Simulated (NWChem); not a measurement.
# A workflow on the pair AlF4···C2H3B−

Wanted: a single-point energy (singlet [C2H3AlBF4]−, B3LYP-D3(0)/6-31G*), then the energy (singlet [AlF4]−, B3LYP-D3(0)/6-31G*), then a single-point energy (singlet C2H3B, B3LYP-D3(0)/6-31G*), then the energy (singlet [AlF4]−, B3LYP-D3(0)/6-31G*), then a single-point energy (singlet C2H3B, B3LYP-D3(0)/6-31G*) of C2H3AlBF4 and its partners. 

The calculation is run with NWChem 7.3.0.

## Step 1: Starting point

The species is [C2H3AlBF4]− (11 atoms), meant as a singlet with charge -1. The two molecules were placed rigidly side by side, at 0.85 times their contact distance; the pair isn't optimised.

Bond lengths: F1–Al2 1.689 Å, Al2–F3 1.689 Å, Al2–F4 1.689 Å, Al2–F5 1.689 Å, B6–C7 1.501 Å, C7–C8 1.210 Å, B6–H9 1.193 Å, B6–H10 1.193 Å, C8–H11 1.066 Å. Some angles: F1–Al2–F3 109.5°, F1–Al2–F4 109.5°, F1–Al2–F5 109.5°, F3–Al2–F4 109.5°, F3–Al2–F5 109.5°, F4–Al2–F5 109.5°, B6–C7–C8 180.0°, C7–B6–H9 119.9°, C7–B6–H10 119.9°, C7–C8–H11 180.0°.

## Step 2: A single-point energy at B3LYP-D3(0)/6-31G(d) (spherical functions) (run 1)

c2h3albf4.nw reads:

```
echo
START c2h3albf4
TITLE "C2H3AlBF4"
memory total 2200 mb
charge -1

GEOMETRY units angstrom noautosym nocenter noautoz
  F    -0.101480   -0.294000    1.660000
  Al    0.000020    0.000000    0.000000
  F    -1.342980    0.895800   -0.496200
  F     0.034520   -1.469900   -0.831000
  F     1.409920    0.868100   -0.332800
  B    -3.843860    0.285270   -1.809040
  C    -4.128120    0.555800   -0.360740
  C    -4.357230    0.773570    0.806840
  H    -4.658060   -0.271860   -2.480590
  H    -2.804560    0.628150   -2.284940
  H    -4.558980    0.965370    1.835870
END

BASIS spherical bse
  * library 6-31G*
END

DFT
  xc b3lyp
  disp vdw 3
  grid fine
  convergence energy 1e-08
  maxiter 100
  mulliken
  noprint "final vectors analysis"
END

TASK dft energy
```

On the command line:

```
$ nwchem c2h3albf4.nw > c2h3albf4.out
```

What it wrote:

```text
[...]
          Wavefunction type:  closed shell.
          No. of atoms     :    11
          No. of electrons :    70
[...]
          Charge           :    -1
          Spin multiplicity:     1
[...]
          AO basis - number of functions:   122
[...]
              XC Information
              --------------
                         B3LYP Method XC Potential
                     Hartree-Fock (Exact) Exchange  0.200
                        Slater Exchange Functional  0.800 local
                    Becke 1988 Exchange Functional  0.720 non-local
              Lee-Yang-Parr Correlation Functional  0.810
                  VWN I RPA Correlation Functional  0.190 local
[...]
 d= 0,ls=0.0,diis     1   -744.8298142911 -1.15D+03  1.14D-02  8.92D-01     3.5
[...]
 d= 0,ls=0.0,diis    10   -744.9529591010 -2.71D-09  6.18D-07  1.59D-08    29.1
         Total DFT energy =     -744.952959100958
      One electron energy =    -1859.104059998254
           Coulomb energy =      784.481644902190
    Exchange-Corr. energy =      -77.143899180304
 Nuclear repulsion energy =      406.819627290784
    Dispersion correction =       -0.006272115374
[...]
```

It took 30 s on 1 thread of Intel Xeon Platinum 8488C (Sapphire Rapids), shared host; peak memory 0.12 GiB.

## Step 3: [AlF4]−: a single-point energy at B3LYP-D3(0)/6-31G(d) (spherical functions) (run 2)

sp.nw reads:

```
start sp
title "AlF4"
memory 2200 mb
charge -1

geometry units au noautosym nocenter noautoz
 F  -0.19176941 -0.55557948  3.13694537
 Al  0.00003779  0.00000000  0.00000000
 F  -2.53786439  1.69281666 -0.93768210
 F   0.06523335 -2.77770843 -1.57036241
 F   2.66436266  1.64047125 -0.62890085
end

basis spherical bse
 F library 6-31G*
 Al library 6-31G*
end

dft
 xc b3lyp
 mult 1
 disp vdw 3
 grid fine
 convergence energy 1e-08
 maxiter 100
 mulliken
 print low
end

task dft energy
```

On the command line:

```
$ nwchem sp.nw > sp.out
```

What it wrote:

```text
[...]
 d= 0,ls=0.0,diis     1   -642.0965365184 -8.82D+02  1.51D-02  5.42D-01     1.1
[...]
 d= 0,ls=0.0,diis     7   -642.1683135436 -1.35D-09  1.15D-07  1.76D-10     5.8
         Total DFT energy =     -642.168313543600
      One electron energy =    -1387.491031468451
           Coulomb energy =      566.613605864481
    Exchange-Corr. energy =      -61.179473844667
 Nuclear repulsion energy =      239.890506105429
    Dispersion correction =       -0.001920200392
[...]
      Total Density - Mulliken Population Analysis
     ---------------------------------------------
    Atom       Charge   Shell Charges
 -----------   ------   -------------------------------------------------------
    1 F    9     9.53   2.00  0.91  3.32  1.05  2.25  0.01
    2 Al  13    11.89   2.00  2.00  5.97  0.46  0.77 -0.02  0.31  0.40
    3 F    9     9.53   2.00  0.91  3.32  1.05  2.25  0.01
    4 F    9     9.53   2.00  0.91  3.32  1.05  2.25  0.01
    5 F    9     9.53   2.00  0.91  3.32  1.05  2.25  0.01
[...]
```

Wall time 6.3 s (1 thread of Intel Xeon Platinum 8488C (Sapphire Rapids), shared host); peak memory 0.12 GiB.

## Step 4: C2H3B: the energy at B3LYP-D3(0)/6-31G(d) (spherical functions) (run 3)

sp.nw reads:

```
start sp
title "C2H3B B3LYP"
memory total 2200 mb
geometry units atomic noautosym nocenter noautoz
  B     -7.26384266     0.53908217    -3.41859015
  C     -7.80101621     1.05030978    -0.68169980
  C     -8.23397136     1.46183544     1.52470663
  H     -8.80245767    -0.51374094    -4.68763573
  H     -5.29985030     1.18703147    -4.31791081
  H     -8.61522361     1.82428491     3.46929150
end
basis spherical bse
  B library 6-31G*
  C library 6-31G*
  H library 6-31G*
end
dft
  xc b3lyp
  disp vdw 3
  grid fine
  convergence energy 1e-08
  maxiter 100
  mulliken
  noprint "final vectors analysis"
end
task dft energy
```

On the command line:

```
$ nwchem sp.nw > sp.out
```

What it wrote:

```text
[...]
          Wavefunction type:  closed shell.
          No. of atoms     :     6
          No. of electrons :    20
[...]
          Charge           :     0
          Spin multiplicity:     1
[...]
          AO basis - number of functions:    48
[...]
              XC Information
              --------------
                         B3LYP Method XC Potential
                     Hartree-Fock (Exact) Exchange  0.200
                        Slater Exchange Functional  0.800 local
                    Becke 1988 Exchange Functional  0.720 non-local
              Lee-Yang-Parr Correlation Functional  0.810
                  VWN I RPA Correlation Functional  0.190 local
[...]
 d= 0,ls=0.0,diis     1   -102.7446046980 -1.49D+02  1.41D-02  2.56D-01     0.5
[...]
 d= 0,ls=0.0,diis    10   -102.7822599673 -4.44D-10  2.70D-07  7.91D-11     3.9
         Total DFT energy =     -102.782259967313
      One electron energy =     -229.038034882403
           Coulomb energy =       95.485929845844
    Exchange-Corr. energy =      -15.967219236748
 Nuclear repulsion energy =       46.738160414877
    Dispersion correction =       -0.001096108883
[...]
      Total Density - Mulliken Population Analysis
     ---------------------------------------------
    Atom       Charge   Shell Charges
 -----------   ------   -------------------------------------------------------
    1 B    5     5.07   2.00  0.60  1.44  0.50  0.50  0.04
    2 C    6     5.93   2.00  0.69  2.00  0.69  0.53  0.02
    3 C    6     6.19   2.00  0.70  1.98  0.59  0.91  0.02
    4 H    1     1.01   0.52  0.49
    5 H    1     1.01   0.52  0.49
    6 H    1     0.80   0.51  0.29
[...]
```

Wall time 4.5 s (1 thread of Intel Xeon Platinum 8488C (Sapphire Rapids), shared host); peak memory 0.12 GiB.

## Step 5: [AlF4]− among ghost functions: a single-point energy at B3LYP-D3(0)/6-31G(d) (spherical functions, with ghost functions) (run 4)

alf4.nw reads:

```
start alf4
title "AlF4"
memory 2200 mb
charge -1

geometry units au noautosym nocenter noautoz
  F  -0.19176941 -0.55557948  3.13694537
  Al  0.00003779  0.00000000  0.00000000
  F  -2.53786439  1.69281666 -0.93768210
  F   0.06523335 -2.77770843 -1.57036241
  F   2.66436266  1.64047125 -0.62890085
  bqB     -7.263843     0.539082    -3.418590
  bqC     -7.801016     1.050310    -0.681700
  bqC     -8.233971     1.461835     1.524707
  bqH     -8.802458    -0.513741    -4.687636
  bqH     -5.299850     1.187031    -4.317911
  bqH     -8.615224     1.824285     3.469292
end

basis spherical bse
  F library 6-31G*
  Al library 6-31G*
  bqB library B 6-31G*
  bqC library C 6-31G*
  bqH library H 6-31G*
end

dft
  xc b3lyp
  disp vdw 3
  grid fine
  convergence energy 1e-08
  iterations 100
  mulliken
  print low
end

task dft energy
```

On the command line:

```
$ nwchem alf4.nw > alf4.out
```

What it wrote:

```text
[...]
 d= 0,ls=0.0,diis     1   -642.1017884626 -8.82D+02  9.27D-03  5.47D-01     3.2
[...]
 d= 0,ls=0.0,diis     8   -642.1742075150 -5.39D-10  1.89D-08  2.04D-11    21.9
         Total DFT energy =     -642.174207515050
      One electron energy =    -1387.297827877580
           Coulomb energy =      566.399959010128
    Exchange-Corr. energy =      -61.164924552634
 Nuclear repulsion energy =      239.890506105429
    Dispersion correction =       -0.001920200392
[...]
      Total Density - Mulliken Population Analysis
     ---------------------------------------------
    Atom       Charge   Shell Charges
 -----------   ------   -------------------------------------------------------
    1 F    9     9.52   2.00  0.91  3.32  1.05  2.24  0.01
    2 Al  13    11.88   2.00  2.00  5.97  0.46  0.77 -0.02  0.31  0.40
    3 F    9     9.50   2.00  0.91  3.32  1.05  2.22  0.01
    4 F    9     9.52   2.00  0.91  3.32  1.05  2.24  0.01
    5 F    9     9.52   2.00  0.91  3.32  1.05  2.24  0.01
    6 X    0     0.02  -0.00 -0.00 -0.00  0.01  0.02  0.00
    7 X    0     0.01  -0.00 -0.00 -0.00  0.01  0.00  0.00
    8 X    0    -0.01  -0.00 -0.00 -0.00 -0.00 -0.00 -0.00
    9 X    0     0.00  -0.00  0.00
   10 X    0     0.01  -0.00  0.01
[...]
```

Wall time 23 s (1 thread of Intel Xeon Platinum 8488C (Sapphire Rapids), shared host); peak memory 0.13 GiB.

## Step 6: C2H3B among ghost functions: the energy at B3LYP-D3(0)/6-31G(d) (spherical functions, with ghost functions) (run 5)

struct.nw reads:

```
start struct
title "C2H3B energy"
memory total 2200 mb

geometry units atomic noautosym nocenter noautoz
  B     -7.26384266     0.53908217    -3.41859015
  C     -7.80101621     1.05030978    -0.68169980
  C     -8.23397136     1.46183544     1.52470663
  H     -8.80245767    -0.51374094    -4.68763573
  H     -5.29985030     1.18703147    -4.31791081
  H     -8.61522361     1.82428491     3.46929150
  bqF     -0.191769    -0.555579     3.136945
  bqAl     0.000038     0.000000     0.000000
  bqF     -2.537864     1.692817    -0.937682
  bqF      0.065233    -2.777708    -1.570362
  bqF      2.664363     1.640471    -0.628901
end

basis spherical bse
  B library 6-31G*
  C library 6-31G*
  H library 6-31G*
  bqF library F 6-31G*
  bqAl library Al 6-31G*
end

dft
  xc b3lyp
  disp vdw 3
  grid fine
  convergence energy 1e-08
  maxiter 100
  mulliken
  print low
end

task dft energy
```

On the command line:

```
$ nwchem struct.nw > struct.out
```

What it wrote:

```text
[...]
 d= 0,ls=0.0,diis     1   -102.7454979191 -1.49D+02  5.57D-03  2.56D-01     2.8
[...]
 d= 0,ls=0.0,diis    10   -102.7832311692 -4.49D-10  1.08D-07  8.29D-11    24.9
         Total DFT energy =     -102.783231169189
      One electron energy =     -229.013471170232
           Coulomb energy =       95.457278242235
    Exchange-Corr. energy =      -15.964102547186
 Nuclear repulsion energy =       46.738160414877
    Dispersion correction =       -0.001096108883
[...]
      Total Density - Mulliken Population Analysis
     ---------------------------------------------
    Atom       Charge   Shell Charges
 -----------   ------   -------------------------------------------------------
    1 B    5     5.06   2.00  0.60  1.45  0.49  0.49  0.04
    2 C    6     5.93   2.00  0.69  2.00  0.69  0.52  0.02
    3 C    6     6.19   2.00  0.70  1.98  0.59  0.90  0.02
    4 H    1     1.01   0.52  0.49
    5 H    1     1.00   0.52  0.48
    6 H    1     0.80   0.51  0.29
    7 X    0    -0.00   0.00  0.00  0.00 -0.00 -0.00 -0.00
    8 X    0     0.02  -0.00 -0.00  0.00 -0.00 -0.00  0.01  0.01  0.00
    9 X    0     0.00  -0.00 -0.00 -0.00 -0.00  0.00 -0.00
   10 X    0    -0.00   0.00  0.00  0.00 -0.00 -0.00 -0.00
[...]
```

Wall time 26 s (1 thread of Intel Xeon Platinum 8488C (Sapphire Rapids), shared host); peak memory 0.13 GiB.

## Step 7: Outcome

```
                                                                                                                    quantity          value
                                                                                     run 1, B3LYP-D3(0)/6-31G*: total energy  -744.95296 Eh
                                                                                run 1, B3LYP-D3(0)/6-31G*: dispersion energy  -16.47 kJ/mol
                                                                                                       [AlF4]−: total energy  -642.16831 Eh
                                                                                                  [AlF4]−: dispersion energy   -5.04 kJ/mol
                                                                                                         C2H3B: total energy  -102.78226 Eh
                                                                                                        C2H3B: dipole moment         1.16 D
                                                                                                    C2H3B: dispersion energy   -2.88 kJ/mol
                                                                                 [AlF4]− among ghost functions: total energy  -642.17421 Eh
                                                                            [AlF4]− among ghost functions: dispersion energy   -5.04 kJ/mol
                                                                                   C2H3B among ghost functions: total energy  -102.78323 Eh
                                                                              C2H3B among ghost functions: dispersion energy   -2.88 kJ/mol
              interaction energy of the rigid parts [AlF4]− and C2H3B (parts in their own basis; closest atoms 2.33 Å apart)      -0.065 eV
interaction energy of the rigid parts [AlF4]− and C2H3B (parts in the whole basis, counterpoise; closest atoms 2.33 Å apart)       0.122 eV
```

The interaction energy of the rigid parts [AlF4]− and C2H3B (parts in their own basis; closest atoms 2.33 Å apart) is −0.06 eV (−1.5 kcal/mol). Without counterpoise this holds the superposition error of the basis. The interaction energy of the rigid parts [AlF4]− and C2H3B (parts in the whole basis, counterpoise; closest atoms 2.33 Å apart) is 0.12 eV (11.8 kJ/mol): the parts repel at this shape. The basis-set superposition error is 18.0 kJ/mol. It is larger than the uncorrected attraction, which is thus an artefact of the basis. Mulliken charges (run 1, B3LYP-D3(0)/6-31G*) run from -0.53 on F4 to +1.11 on Al2. Mulliken charges ([AlF4]−) run from -0.53 on F1 to +1.11 on Al2.
